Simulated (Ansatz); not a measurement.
# LaFeGe (P-6m2) in Ansatz: convergence with wavefunction cutoff

Aim: find how far wavefunction cutoff must go before the results for LaFeGe settle, at PBE. This setting moves, with any that are tied to it; all else stays.

All numbers are computed with Ansatz 0.2.0; they aren't measurements. Logs are shortened: lines on timing, memory, paths and dates and some standing lists are left out, and cuts for length are marked.

## 1. The structure

Symmetry: P-6m2, No. 187, hexagonal system. Conventional cell: a = 4.232 Å, b = 4.232 Å, c = 4.286 Å, α = 90.00°, β = 90.00°, γ = 120.00°. Around La (site symmetry -6m2) lie 6 Ge at 3.25 Å and 6 Fe at 3.25 Å. Ge (site symmetry -6m2) has 3 Fe at 2.44 Å as nearest neighbours. Fe (site symmetry -6m2) is surrounded by 3 Ge at 2.44 Å.

The cell comes from a database or a generator and needn't be the stable form of this composition.

## 2. With wavefunction cutoff 200 eV

File input.yaml:

```yaml
crystal:
  lattice:
    - [4.2318077991, 0.0, 0.0]
    - [-2.1159038996, 3.664853058, 0.0]
    - [0.0, 0.0, 4.285784]
  atoms:
    - { symbol: La, position: [0.0, 0.0, 0.0] }
    - { symbol: Ge, position: [0.6666666667, 0.3333333333, 0.5] }
    - { symbol: Fe, position: [0.3333333333, 0.6666666667, 0.5], spin: 3.0 }
hamiltonian:
  xc: pbe
  pseudopotentials: { kind: paw }
magnetization:
  spin_polarized: true
kpoints:
  mp_grid: { grid: [6, 6, 5] }
scf:
  occupations: { method: gaussian, width: 0.1 }
output:
  forces: true
  stress: true
  eigenvalues: true
basis:
  ecutwfc: "200 eV"
```

Potentials or basis: Ansatz PAW.

Command:

```bash
$ ansatz run input.yaml --threads 2 --pin off --max-ram 5632MiB --backend cpu --events-out ev --progress --plain --runs-dir out
```

Run time: 3.5 s. Hardware: 2 threads of Arm Neoverse V2, shared host; peak memory 0.34 GiB.

Results:

```yaml
Free_energy: -15002.0844 eV
Pressure: 2.7 GPa
Band_gap_on_the_k_mesh: none (metal or under the smearing width)
Net_moment: 2.44 μB per cell
Absolute_moment: 2.88 μB per cell
Site_moments: La -0.04; Ge +0.02; Fe +2.42 μB
```

## 3. With wavefunction cutoff 250 eV

Edit input.yaml of step 2 so:

```diff
@@ -23,2 +23,2 @@
 basis:
-  ecutwfc: "200 eV"
+  ecutwfc: "250 eV"
```

Potentials or basis: Ansatz PAW.

Command:

```bash
$ ansatz run input.yaml --threads 2 --pin off --max-ram 5632MiB --backend cpu --events-out ev --progress --plain --runs-dir out
```

It took 4.1 s on 2 threads of Arm Neoverse V2, shared host; peak memory 0.35 GiB.

Results:

```
Free energy            : -15022.4050 eV
Pressure               : 0.9 GPa
Band gap on the k mesh : none (metal or under the smearing width)
Net moment             : 2.42 μB per cell
Absolute moment        : 2.86 μB per cell
Site moments           : La -0.05; Ge +0.01; Fe +2.38 μB
```

## 4. With wavefunction cutoff 300 eV

Edit input.yaml of step 3 so:

```diff
@@ -23,2 +23,2 @@
 basis:
-  ecutwfc: "250 eV"
+  ecutwfc: "300 eV"
```

Command:

```bash
$ ansatz run input.yaml --threads 2 --pin off --max-ram 5632MiB --backend cpu --events-out ev --progress --plain --runs-dir out
```

Run time: 5.9 s. Hardware: 2 threads of Arm Neoverse V2, shared host; peak memory 0.36 GiB.

Results:

```
Free energy            : -15026.0871 eV
Pressure               : 0.5 GPa
Band gap on the k mesh : none (metal or under the smearing width)
Net moment             : 2.33 μB per cell
Absolute moment        : 2.74 μB per cell
Site moments           : La -0.04; Ge +0.01; Fe +2.27 μB
```

## 5. With wavefunction cutoff 350 eV

Edit input.yaml of step 4 so:

```diff
@@ -23,2 +23,2 @@
 basis:
-  ecutwfc: "300 eV"
+  ecutwfc: "350 eV"
```

Command:

```bash
$ ansatz run input.yaml --threads 2 --pin off --max-ram 5632MiB --backend cpu --events-out ev --progress --plain --runs-dir out
```

Wall time 5.9 s (2 threads of Arm Neoverse V2, shared host); peak memory 0.39 GiB.

What came out:

| Quantity | Value |
| --- | --- |
| Free energy | -15026.5981 eV |
| Pressure | 0.1 GPa |
| Band gap on the k mesh | none (metal or under the smearing width) |
| Net moment | 2.31 μB per cell |
| Absolute moment | 2.71 μB per cell |
| Site moments | La -0.04; Ge +0.01; Fe +2.24 μB |

## 6. With wavefunction cutoff 400 eV

Edit input.yaml of step 5 so:

```diff
@@ -23,2 +23,2 @@
 basis:
-  ecutwfc: "350 eV"
+  ecutwfc: "400 eV"
```

Potentials or basis: Ansatz PAW.

Command:

```bash
$ ansatz run input.yaml --threads 2 --pin off --max-ram 5632MiB --backend cpu --events-out ev --progress --plain --runs-dir out
```

It took 6.8 s on 2 threads of Arm Neoverse V2, shared host; peak memory 0.41 GiB.

It converged, with:

```
Free energy            : -15026.6360 eV
Pressure               : 0.1 GPa
Band gap on the k mesh : none (metal or under the smearing width)
Net moment             : 2.30 μB per cell
Absolute moment        : 2.71 μB per cell
Site moments           : La -0.04; Ge +0.01; Fe +2.24 μB
```

## 7. With wavefunction cutoff 450 eV

Edit input.yaml of step 6 so:

```diff
@@ -23,2 +23,2 @@
 basis:
-  ecutwfc: "400 eV"
+  ecutwfc: "450 eV"
```

Command:

```bash
$ ansatz run input.yaml --threads 2 --pin off --max-ram 5632MiB --backend cpu --events-out ev --progress --plain --runs-dir out
```

It took 8.1 s on 2 threads of Arm Neoverse V2, shared host; peak memory 0.38 GiB.

It converged, with:

| Property | Result |
| --- | --- |
| Free energy | -15026.6383 eV |
| Pressure | 0.1 GPa |
| Band gap on the k mesh | none (metal or under the smearing width) |
| Net moment | 2.30 μB per cell |
| Absolute moment | 2.71 μB per cell |
| Site moments | La -0.04; Ge +0.01; Fe +2.24 μB |

## 8. With wavefunction cutoff 500 eV

Edit input.yaml of step 7 so:

```diff
@@ -23,2 +23,2 @@
 basis:
-  ecutwfc: "450 eV"
+  ecutwfc: "500 eV"
```

Command:

```bash
$ ansatz run input.yaml --threads 2 --pin off --max-ram 5632MiB --backend cpu --events-out ev --progress --plain --runs-dir out
```

It took 8.6 s on 2 threads of Arm Neoverse V2, shared host; peak memory 0.4 GiB.

The run converged. Its results:

```yaml
Free_energy: -15026.6404 eV
Pressure: 0.1 GPa
Band_gap_on_the_k_mesh: none (metal or under the smearing width)
Net_moment: 2.30 μB per cell
Absolute_moment: 2.71 μB per cell
Site_moments: La -0.04; Ge +0.01; Fe +2.24 μB
```

## 9. With wavefunction cutoff 600 eV

Edit input.yaml of step 8 so:

```diff
@@ -23,2 +23,2 @@
 basis:
-  ecutwfc: "500 eV"
+  ecutwfc: "600 eV"
```

Potentials or basis: Ansatz PAW.

Command:

```bash
$ ansatz run input.yaml --threads 2 --pin off --max-ram 5632MiB --backend cpu --events-out ev --progress --plain --runs-dir out
```

It took 11 s on 2 threads of Arm Neoverse V2, shared host; peak memory 0.44 GiB.

Results (log left out):

```yaml
Free_energy: -15026.6415 eV
Pressure: 0.1 GPa
Band_gap_on_the_k_mesh: none (metal or under the smearing width)
Net_moment: 2.30 μB per cell
Absolute_moment: 2.71 μB per cell
Site_moments: La -0.04; Ge +0.01; Fe +2.24 μB
```

## 10. With wavefunction cutoff 800 eV

Edit input.yaml of step 9 so:

```diff
@@ -23,2 +23,2 @@
 basis:
-  ecutwfc: "600 eV"
+  ecutwfc: "800 eV"
```

Potentials or basis: Ansatz PAW.

Command:

```bash
$ ansatz run input.yaml --threads 2 --pin off --max-ram 5632MiB --backend cpu --events-out ev --progress --plain --runs-dir out
```

Log:

```text
Warning: RAYON_NUM_THREADS=2 ignored (pool sized by the plan → 2); use --threads N
Engine: ansatz 0.2.0, aarch64-unknown-linux-gnu
Pseudopotentials: kind: paw
Pseudopotential: La, paw, valence charge 11, recommended cutoff 420 eV (normal), La.paw.azcp
Pseudopotential: Ge, paw, valence charge 14, recommended cutoff 420 eV (normal), Ge.paw.azcp
Pseudopotential: Fe, paw, valence charge 16, recommended cutoff 420 eV (normal), Fe.paw.azcp
Functional definition: PBE
  parameter kappa = 0.804
  parameter beta = 0.06672455060314922
  exchange = pbe_x(kappa = kappa, mu = beta*pi^2/3)
  correlation = pbe_c(beta = beta)
Crystal: 3 atoms, lattice volume = 66.468 Å³
Basis set: ecut = 800 eV, 3391 PW (Γ), exchange–correlation on 80×80×80 points (8 copies of the dense FFT grid, shifted against one another)
Bands: 27, of which v1, the nominal top of the filled ones, is band 21 counted from 1 (20 counted from 0)
Symmetry: 12 space group operations
Space group: P-6m2 (ITA 187), of the structure as read, at distance tolerance 4.1e-5 Å
Magnetic group: BNS 187.209 (UNI 1439), of the structure as read, at distance tolerance 4.1e-5 Å
k-points: 21 of 180 (time reversal used)
Non-local potential: La, projectors of the file, l = 0: 3, l = 1: 2, l = 2: 2, l = 3: 3
Non-local potential: Ge, projectors of the file, l = 0: 2, l = 1: 2, l = 2: 3, l = 3: 1
Non-local potential: Fe, projectors of the file, l = 0: 3, l = 1: 2, l = 2: 3, l = 3: 1
PAW form: soft (Blöchl's): semilocal exchange-correlation on the pseudo side does not see the compensation charge
PAW one-centre angular grid: La, 590 points (default); XC on 64 Gauss nodes
PAW one-centre angular grid: Ge, 590 points (default); XC on 64 Gauss nodes
PAW one-centre angular grid: Fe, 590 points (default); XC on 64 Gauss nodes
Initial density: superposition of atomic densities (chi_scale 0.1, normalization cell, long waves kept (reshape's long-wave potential 0.00 eV rms))
Starting moments: Σ|m| = 3 μB on 1 of 3 sites
Initial wavefunctions: pseudopotential atomic-orbital guess
Functional: x = pbe(κ = 0.804, μ = 0.2195149727645171), c = pbe(β = 0.06672455060314922)
SCF iter   1: F=—  HF=-15027.370557 eV  |F-HF|=—  |Δ(HF+E_count)|=         —  Δρ=4.67e-2 (↑4.67e-2 ↓4.53e-2)  dr2=4.91e0  dr2_m=8.07e-3  M=2.972 μB ∫|m|=3.189 μB  β_m=0.30  ethr=3.10e-3  ⟨swp⟩=5.0  Hψ=4059  notcnv=0
Mixer restart at iter 1: flushing history
preconditioner: auto → Kerker (q_TF=auto, 2.517 Å⁻¹)  [metal: Δε(μ)=0.005 eV  Ē_g=13.102 eV  σ=0.100 eV  W_gap=0.03  n_scr=20 (ndim 8)  ℏωp=25.4 eV  f_vac=0.000  D(μ)=7.99/eV (n_scr^D=108)]
spin=Collinear: Kerker preconditioning applied to the charge; magnetization (m = ρ↑ − ρ↓) channel mixes plain (no charge-response kernel on spin).
SCF iter   2: F=—  HF=-15025.936701 eV  |F-HF|=—  |Δ(HF+E_count)|=    1.43e0  Δρ=1.17e-2 (↑1.02e-2 ↓1.17e-2)  dr2=2.51e-1  dr2_m=9.26e-3  M=2.886 μB ∫|m|=3.163 μB  β_m=0.32  ethr=3.10e-3  ⟨swp⟩=2.9  Hψ=2613  notcnv=0  defer=56
SCF iter   3: F=—  HF=-15026.025240 eV  |F-HF|=—  |Δ(HF+E_count)|=   8.85e-2  Δρ=1.14e-2 (↑7.88e-3 ↓1.14e-2)  dr2=1.29e-1  dr2_m=2.17e-2  M=2.666 μB ∫|m|=3.028 μB  β_m=0.53  ethr=6.13e-4  ⟨swp⟩=2.5  Hψ=1979  notcnv=0  defer=57
SCF iter   4: F=—  HF=-15026.347014 eV  |F-HF|=—  |Δ(HF+E_count)|=   3.22e-1  Δρ=1.63e-2 (↑4.58e-3 ↓1.63e-2)  dr2=2.42e-1  dr2_m=3.85e-2  M=2.509 μB ∫|m|=2.886 μB  β_m=0.44  ethr=3.16e-4  ⟨swp⟩=2.1  Hψ=1734  notcnv=0  defer=57
SCF iter   5: F=—  HF=-15026.562314 eV  |F-HF|=—  |Δ(HF+E_count)|=   2.15e-1  Δρ=7.02e-3 (↑5.03e-3 ↓7.02e-3)  dr2=3.35e-2  dr2_m=1.62e-2  M=2.459 μB ∫|m|=2.814 μB  β_m=0.58  ethr=3.16e-4  ⟨swp⟩=3.0  Hψ=1855  notcnv=0  defer=58
SCF iter   6: F=—  HF=-15026.644156 eV  |F-HF|=—  |Δ(HF+E_count)|=   8.18e-2  Δρ=4.80e-3 (↑4.80e-3 ↓2.40e-3)  dr2=8.69e-3  dr2_m=6.28e-3  M=2.313 μB ∫|m|=2.680 μB  β_m=0.78  ethr=8.17e-5  ⟨swp⟩=2.5  Hψ=2450  notcnv=0  defer=64
SCF iter   7: F=—  HF=-15026.631622 eV  |F-HF|=—  |Δ(HF+E_count)|=   1.25e-2  Δρ=5.01e-3 (↑2.76e-3 ↓5.01e-3)  dr2=3.71e-2  dr2_m=9.07e-4  M=2.262 μB ∫|m|=2.649 μB  β_m=0.84  ethr=2.12e-5  ⟨swp⟩=2.6  Hψ=2417  notcnv=0  defer=63
SCF iter   8: F=—  HF=-15026.641965 eV  |F-HF|=—  |Δ(HF+E_count)|=   1.03e-2  Δρ=1.16e-3 (↑1.16e-3 ↓4.56e-4)  dr2=9.13e-4  dr2_m=2.38e-4  M=2.292 μB ∫|m|=2.683 μB  β_m=0.88  ethr=2.12e-5  ⟨swp⟩=2.0  Hψ=2263  notcnv=0  defer=65
SCF iter   9: F=—  HF=-15026.641992 eV  |F-HF|=—  |Δ(HF+E_count)|=   2.70e-5  Δρ=8.14e-4 (↑8.14e-4 ↓4.34e-4)  dr2=1.28e-4  dr2_m=2.15e-4  M=2.294 μB ∫|m|=2.689 μB  β_m=0.94  ethr=2.23e-6  ⟨swp⟩=1.9  Hψ=1562  notcnv=0  defer=65
SCF iter  10: F=—  HF=-15026.641989 eV  |F-HF|=—  |Δ(HF+E_count)|=   2.68e-6  Δρ=2.44e-4 (↑2.44e-4 ↓2.05e-4)  dr2=4.55e-6  dr2_m=2.87e-5  M=2.299 μB ∫|m|=2.697 μB  β_m=0.97  ethr=3.12e-7  ⟨swp⟩=2.1  Hψ=1766  notcnv=0  defer=65
SCF iter  11: F=—  HF=-15026.641990 eV  |F-HF|=—  |Δ(HF+E_count)|=   1.31e-6  Δρ=2.08e-5 (↑1.75e-5 ↓2.08e-5)  dr2=4.13e-7  dr2_m=1.31e-7  M=2.302 μB ∫|m|=2.702 μB  β_m=0.98  ethr=1.11e-8  ⟨swp⟩=2.7  Hψ=2085  notcnv=0  defer=65
SCF iter  12: F=—  HF=-15026.641990 eV  |F-HF|=—  |Δ(HF+E_count)|=   2.63e-7  Δρ=3.25e-5 (↑9.65e-6 ↓3.25e-5)  dr2=4.19e-7  dr2_m=2.21e-7  M=2.303 μB ∫|m|=2.701 μB  β_m=0.81  ethr=1.01e-9  ⟨swp⟩=2.0  Hψ=2004  notcnv=0  defer=65
SCF iter  13: F=—  HF=-15026.641990 eV  |F-HF|=—  |Δ(HF+E_count)|=   2.49e-8  Δρ=5.09e-6 (↑3.08e-6 ↓5.09e-6)  dr2=2.95e-8  dr2_m=6.12e-9  M=2.303 μB ∫|m|=2.702 μB  β_m=0.90  ethr=1.01e-9  ⟨swp⟩=2.0  Hψ=1952  notcnv=0  defer=65
SCF iter  14: F=—  HF=-15026.641990 eV  |F-HF|=—  |Δ(HF+E_count)|=   2.05e-8  Δρ=4.02e-6 (↑2.91e-6 ↓4.02e-6)  dr2=3.48e-8  dr2_m=4.50e-10  M=2.303 μB ∫|m|=2.702 μB  β_m=0.90  ethr=7.19e-11  ⟨swp⟩=2.0  Hψ=1785  notcnv=0  defer=65
SCF iter  15: F=-15026.641990 eV  HF=-15026.641990 eV  |F-HF|=6.09e-10  |Δ(HF+E_count)|=   3.11e-9  Δρ=6.32e-7 (↑6.32e-7 ↓5.61e-7)  dr2=9.14e-10  dr2_m=4.44e-11  M=2.303 μB ∫|m|=2.702 μB  ethr=7.19e-11  ⟨swp⟩=7.5  Hψ=4750  notcnv=0
SCF 1 converged in 15 iterations: F = -15026.641990 eV  dr2 = 9.14e-10
SCF converged after 15 iterations
Magnetization: 2.3029 μB (21.6514 up, 19.3486 down)
Absolute magnetization: 2.7074 μB (∫|ρ↑−ρ↓|, with the PAW one-centre terms)
Spin contamination: 0.2384 ħ² per cell (⟨S²⟩ above its minimum at these occupations)
Per-site moments (μB) at R_I (Å): [(-0.04340051641619457, 1.3405542516277467), (0.009535265471821461, 1.0078345909436357), (2.2377348430388397, 1.0078345909436357)]
Free energy (F): -15026.641990 eV
Harris-Foulkes:  -15026.641990 eV  (|F-HF|=6.09e-10)
Internal energy: -15026.620990 eV  (E = F + TS)
E sigma→0 (E₀):  -15026.631490 eV
Entropy (-TS):   -0.021001 eV (-7.000 meV/atom)
Fermi energy:    12.100012 eV
--- Per-component energies (eV) ---
  E_band       = -429.271100
  E_kinetic    = 654.103639
  E_local      = -5786.338844  (includes V_loc(G=0)·N_el)
  E_nonlocal   = 737.542187
  E_hartree    = 2505.185642
  E_xc         = -331.994451
  E_vxc        = -362.881104  (∫ρ·V_xc dr)
  E_paw        = -8806.313194  (= ΣΔE_a)
  E_vpaw       = -682.070268  (= ΣTr[D̂ρ^β])
  E_aug_tail   = -0.000089  (compensation charges beyond the density's cutoff)
  E_ewald      = -3998.805879
  E_smearing   = -0.021001  (= −TS)
  E_closure    = -0.000000  (closes the sum)
  Σ components = -15026.641990   (vs F -15026.641990, Δ=0.00e0)
--- Forces (eV/Å), atoms counted from 1 ---
  atom   1  La     0.00000000     0.00000000    -0.00000000
  atom   2  Ge     0.00000000     0.00000000     0.00000000
  atom   3  Fe     0.00000000     0.00000000    -0.00000000
  max |Σ_I F_I| component: 1.57e-16 eV/Å
--- Stress (GPa, compression-positive) ---
        0.277083       0.000000      -0.000000
       -0.000000       0.277083       0.000000
       -0.000000       0.000000      -0.390387
  P = ⅓ Tr σ = 0.0546 GPa (0.546 kbar)
--- Band table (eV; the first three rows and the last of 42) ---
  k-point 0 ↑: bands = ["-75.7396", "-41.8835", "-41.8835", "-41.6626", "-20.1609", "-11.5238", "-11.5001", "-11.5001", "-11.4725", "-11.4725", "-3.8458", "-3.7288", "-3.7288", "2.8053", "8.9992", "8.9992", "9.4688", "10.2440", "10.2440", "12.1810", "12.4224", "12.4224", "12.5541", "13.8908", "14.4700", "14.4700", "14.5489"]
  k-point 1 ↑: bands = ["-75.7396", "-41.8835", "-41.8835", "-41.6626", "-20.1550", "-11.5228", "-11.5007", "-11.5007", "-11.4723", "-11.4723", "-3.9973", "-3.7180", "-3.7180", "3.1774", "8.9373", "8.9373", "9.4149", "10.2106", "10.2106", "11.0383", "12.6784", "12.6784", "13.2958", "13.9930", "14.4164", "14.4164", "14.5415"]
  k-point 2 ↑: bands = ["-75.7396", "-41.8835", "-41.8835", "-41.6628", "-20.1455", "-11.5212", "-11.5016", "-11.5016", "-11.4719", "-11.4719", "-4.2230", "-3.7005", "-3.7005", "3.8552", "8.8292", "8.8532", "8.8532", "10.1175", "10.1175", "10.4278", "13.3077", "13.3077", "13.9439", "14.2624", "14.2624", "14.2995", "14.4896"]
  k-point 20 ↓: bands = ["-73.2314", "-39.3966", "-39.3964", "-39.2728", "-20.1328", "-11.5021", "-11.4975", "-11.4943", "-11.4803", "-11.4782", "-4.0583", "-4.0329", "-4.0250", "4.1850", "8.3531", "10.3317", "10.7785", "11.8109", "11.9864", "12.1424", "12.3632", "12.7674", "12.8609", "14.3799", "14.5053", "14.5396", "14.6008"]
```

Wall time 15 s (2 threads of Arm Neoverse V2, shared host); peak memory 0.51 GiB.

What came out:

```yaml
Free_energy: -15026.6420 eV
Pressure: 0.1 GPa
Band_gap_on_the_k_mesh: none (metal or under the smearing width)
Net_moment: 2.30 μB per cell
Absolute_moment: 2.71 μB per cell
Site_moments: La -0.04; Ge +0.01; Fe +2.24 μB
```

## 11. Result

| wavefunction cutoff | energy less the tightest run, at zero smearing (meV/atom) | pressure (GPa) | absolute moment (μB) | SCF cycles | CPU time (s) | peak memory (GiB) |
| --- | --- | --- | --- | --- | --- | --- |
| 200 eV | 8185.53 | 2.67 | 2.88 | 15 | 6.6 | 0.34 |
| 250 eV | 1412.31 | 0.91 | 2.86 | 15 | 7.7 | 0.35 |
| 300 eV | 184.95 | 0.49 | 2.74 | 18 | 11 | 0.36 |
| 350 eV | 14.63 | 0.13 | 2.71 | 14 | 11 | 0.39 |
| 400 eV | 1.99 | 0.06 | 2.71 | 14 | 13 | 0.41 |
| 450 eV | 1.23 | 0.05 | 2.71 | 15 | 16 | 0.38 |
| 500 eV | 0.53 | 0.05 | 2.71 | 15 | 17 | 0.4 |
| 600 eV | 0.17 | 0.05 | 2.71 | 15 | 21 | 0.44 |
| 800 eV | 0.00 | 0.05 | 2.71 | 15 | 30 | 0.51 |

Against the tightest run, the energy stays within 1 meV/atom from 500 eV on; the pressure stays within 0.1 GPa from 350 eV on; the absolute moment stays within 0.02 μB from 350 eV on. The tightest run that finished is the yardstick and may itself not be fully converged.
